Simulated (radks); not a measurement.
**Valence configurations of Gd⁺**

One table from this session's results is given with a row withheld; the runs are named, their logs left out.

Method: scalar-relativistic Kohn-Sham, PBE, spin-polarised, spherical densities, point nucleus; open shells are filled with parallel spins first. Code: radks (a radial shooting solver on a logarithmic mesh, Libxc functionals) version 1.

## The system

| Item | Value |
| --- | --- |
| element | gadolinium (Z = 64) |
| charge | +1 |
| electrons | 63 |
| configuration | [Xe] 4f7 5d1 6s1 |
| others tried | 4f7 5d1 6s0.5 6p0.5; 4f6 5d2 6s0.5 6p0.5; 4f7 6s2; 4f6 5d1 6s1.5 6p0.5; 4f7 5d2; 4f7 5d0.5 6s1.5; 4f6 5d2 6s1; 4f7.5 5d0.5 6s1; 4f7 5d1 6p1 |

The outer shells:

Gd⁺
```
[Xe] core
4f [↑ ][↑ ][↑ ][↑ ][↑ ][↑ ][↑ ]
5d [↑ ][  ][  ][  ][  ]
6s [↑ ]
```

Set-up of the first run:

Settings of this run:

```text
Z 64
configuration [Xe] 4f7 5d1 6s1
relativity scalar-relativistic
functional pbe,pbe
spin polarised
nucleus point
c 137.035999084
```

Among the steps run: [Xe] 4f7 5d1 6s1.

One table of the session follows, with a row left open; its other results are not shown here.

It belongs to the step «[Xe] 4f7 5d1 6s1». From the orbitals of this run (lengths in bohr):

| level | <r> | outermost maximum (interpolated) | 90 % within | nodes |
| --- | --- | --- | --- | --- |
| 5s down | 1.345 | 1.20 | 1.94 | 4 |
| 5p up | 1.550 | 1.35 | 2.27 | 3 |
| 5p down | 1.577 | 1.37 | 2.31 | 3 |
| 4f up | 0.8534 | 0.567 | 1.46 | 0 |
| 4f down | 0.8973 | 0.569 | 1.56 | 0 |
| 6s up | 3.594 | 3.17 | 5.20 | 5 |
| 5d up | 2.517 | 1.91 | 3.96 | 2 |
| 5d down | ? | ? | ? | ? |

Q: Estimate the row for 5d down from the others.

**Answer.** <r>: 2.578; outermost maximum (interpolated): 1.95; 90 % within: 4.05; nodes: 2. In the column «<r>» it lies between 5d up (2.517) and 6s up (3.594).
